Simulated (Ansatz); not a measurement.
**CH7NOSi: small, medium and large basis sets**

An exercise on one series of results from a longer session: the logs are not shown, and one member is left open.

Computed with Ansatz 0.2.0, Gaussian basis. Level: one geometry, several basis sets.

Plan: PBE0-D4/def2-SVP; ωB97M-V/def2-SVP; PBE0-D4/def2-QZVPP; ωB97M-V/def2-QZVPP; the functionals' def2-TZVPP values are taken from earlier runs.

**The relaxed structure**

All runs share one geometry, relaxed beforehand with PBE0-D4 in a triple-zeta def2 set.

SMILES `OCN[SiH3]`, 11 atoms, charge 0, spin multiplicity 1.

Atoms are counted from 1 here; the program's logs count them from 0.

Bond lengths: O1–C2 1.405 Å, O1–H5 0.962 Å, C2–N3 1.433 Å, C2–H6 1.095 Å, C2–H7 1.100 Å, N3–Si4 1.720 Å, N3–H8 1.009 Å, Si4–H9 1.487 Å, Si4–H10 1.493 Å, Si4–H11 1.485 Å. Angles: C2–O1–H5 107.2°, O1–C2–N3 112.6°, O1–C2–H6 104.7°, O1–C2–H7 111.2°, N3–C2–H6 112.6°, N3–C2–H7 107.8°, H6–C2–H7 107.8°, C2–N3–Si4 124.6°, C2–N3–H8 113.6°, Si4–N3–H8 119.4°, N3–Si4–H9 108.0°, N3–Si4–H10 115.2°, N3–Si4–H11 107.6°, H9–Si4–H10 107.2°, H9–Si4–H11 111.1°, H10–Si4–H11 107.9°.

The first run:

Contents of in.yaml:

```yaml
crystal:
  periodic: [false, false, false]
  atoms:
    - {symbol: O, position_ang: [-1.208047, 1.808493, -0.668445]}
    - {symbol: C, position_ang: [-0.009832, 1.197842, -0.260631]}
    - {symbol: N, position_ang: [0.021486, -0.204329, -0.552250]}
    - {symbol: Si, position_ang: [0.472501, -1.425885, 0.571195]}
    - {symbol: H, position_ang: [-1.930730, 1.291129, -0.299343]}
    - {symbol: H, position_ang: [0.776947, 1.753104, -0.781327]}
    - {symbol: H, position_ang: [0.150847, 1.320619, 0.820361]}
    - {symbol: H, position_ang: [0.033222, -0.410530, -1.539677]}
    - {symbol: H, position_ang: [-0.212699, -1.140461, 1.860065]}
    - {symbol: H, position_ang: [1.934428, -1.515513, 0.858066]}
    - {symbol: H, position_ang: [0.037078, -2.731568, 0.012687]}
basis:
  gaussian: {orbitals: def2-SVP}
hamiltonian: {xc: pbe0, dispersion: d4}
output: {orbitals: {seedname: orbitals}}
```

Among the steps run: PBE0-D4 in def2-SVP; ωB97M-V in def2-SVP; PBE0-D4 in def2-QZVPP; ωB97M-V in def2-QZVPP.

One of the session's tables, all rows but one given; the rest of the session is left out.

It belongs to the step «Functionals by basis». 

```
functional       basis  HOMO (eV)  LUMO (eV)
   PBE0-D4    def2-SVP      -7.09       0.91
   PBE0-D4  def2-TZVPP      -7.25       0.34
   PBE0-D4  def2-QZVPP      -7.28       0.11
   ωB97M-V    def2-SVP          ?          ?
   ωB97M-V  def2-TZVPP      -9.59       1.89
   ωB97M-V  def2-QZVPP      -9.62       1.39
```

Q: Estimate the row for ωB97M-V, def2-SVP from the others.

As computed: HOMO (eV): -9.41; LUMO (eV): 2.74. In the column «HOMO (eV)» it lies between ωB97M-V, def2-TZVPP (-9.59) and PBE0-D4, def2-QZVPP (-7.28).
